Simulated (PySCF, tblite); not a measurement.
# C₅H₁₄N₂Si₂: geometry, infrared bands and NMR shifts

What infrared bands and NMR shifts should C₅H₁₄N₂Si₂ (`C[Si@H]1NC[SiH2]N1C1CC1`) show?

The runs use tblite 0.8.0 and PySCF 2.14.0, with density-fitted response routines of our own; the level of theory stands in each step. All values are computed, except where a source is named. Atoms count from 0, in the outputs and in this text.

### Step 1. The molecule as given

23 atoms, charge 0, multiplicity 1; geometry from: force field or distance geometry start.

Bonds of the start (Å): C0–Si1 1.83, Si1–N2 1.76, N2–C3 1.41, C3–Si4 1.87, Si4–N5 1.81, N5–C6 1.45, C6–C7 1.50, C7–C8 1.49, N5–Si1 1.81, C8–C6 1.53, C0–H9 1.14, C0–H10 1.09, C0–H11 1.12, Si1–H12 1.50, N2–H13 1.05, C3–H14 1.12, C3–H15 1.11, Si4–H16 1.46, Si4–H17 1.47, C6–H18 1.11, C7–H19 1.11, C7–H20 1.10, C8–H21 1.11, C8–H22 1.12.

### Step 2. Relaxing the molecule with GFN2-xTB

The job: settings as JSON, then the geometry in Å.

```
{"job": {"kind": "relax", "xc": "GFN2-xTB", "basis": "xTB"}, "charge": 0, "multiplicity": 1}
C     -2.299100     1.525000     0.074500
Si    -1.332200     0.031700     0.493700
N     -2.047900    -1.503400     0.002900
C     -1.062800    -2.373500    -0.504800
Si     0.613900    -1.761000     0.049000
N      0.303100    -0.004100    -0.273000
C      1.243300     0.837700     0.438300
C      2.708300     0.678600     0.153300
C      1.967700     1.788200    -0.512300
H     -2.980800     1.723200     0.968000
H     -1.645800     2.395000    -0.019500
H     -3.000200     1.373500    -0.779900
H     -1.217700    -0.022100     1.988200
H     -2.730100    -1.287500    -0.765300
H     -1.073500    -2.272900    -1.616500
H     -1.163700    -3.436300    -0.192700
H      0.854300    -1.913700     1.477300
H      1.699500    -2.283600    -0.792900
H      0.870900     1.336200     1.353800
H      2.931800    -0.257900    -0.408200
H      3.445500     0.989000     0.911900
H      1.781500     1.619300    -1.592800
H      2.129200     2.845700    -0.170100
```

Run with:

```sh
$ OMP_NUM_THREADS=1 python probes_run.py task.json out
```

One launch serves the whole session: the jobs run in the order shown.

**Question.** This job is followed by: GFN2-xTB harmonic vibrations, gas phase; GIAO PBE0/pcSseg-1 NMR shielding, non-relativistic, gas phase. Predict these results of the whole session: strongest single infrared mode (GFN2-xTB); zero-point energy (GFN2-xTB); 13C shifts against TMS (PBE0/pcSseg-1); 1H shifts against TMS (PBE0/pcSseg-1, means over atoms taken as alike); 29Si shifts against TMS (PBE0/pcSseg-1); 15N shifts against NH3 (PBE0/pcSseg-1).

**Answer**, as computed:

| quantity | value |
| --- | --- |
| strongest single infrared mode (GFN2-xTB) | 2175 cm⁻¹, 532 km/mol |
| zero-point energy (GFN2-xTB) | 114.4 kcal/mol |
| 13C shifts against TMS (PBE0/pcSseg-1) | 28.1, 27.4, 8.6, 7.1, 2.2 ppm |
| 1H shifts against TMS (PBE0/pcSseg-1, means over atoms taken as alike) | 5.49, 4.82, 4.79, 2.91, 2.91, 2.30, 0.73, 0.61, 0.43, 0.34, 0.16, 0.01 ppm |
| 29Si shifts against TMS (PBE0/pcSseg-1) | -4.9, -41.3 ppm |
| 15N shifts against NH3 (PBE0/pcSseg-1) | 30.1, 21.6 ppm |

What this shows: The optimisation took 155 steps and gained 1.446 eV; among the close pairs (by a distance rule), Si4–N5 changed most, from 1.813 to 1.720 Å. All 63 modes are real, so the xTB geometry is a minimum. The strongest single mode, at 2175 cm⁻¹, moves mainly H17. GFN2-xTB is a fitted tight-binding method: band positions and strengths are rough. Its intensities can rank the bands wrongly.
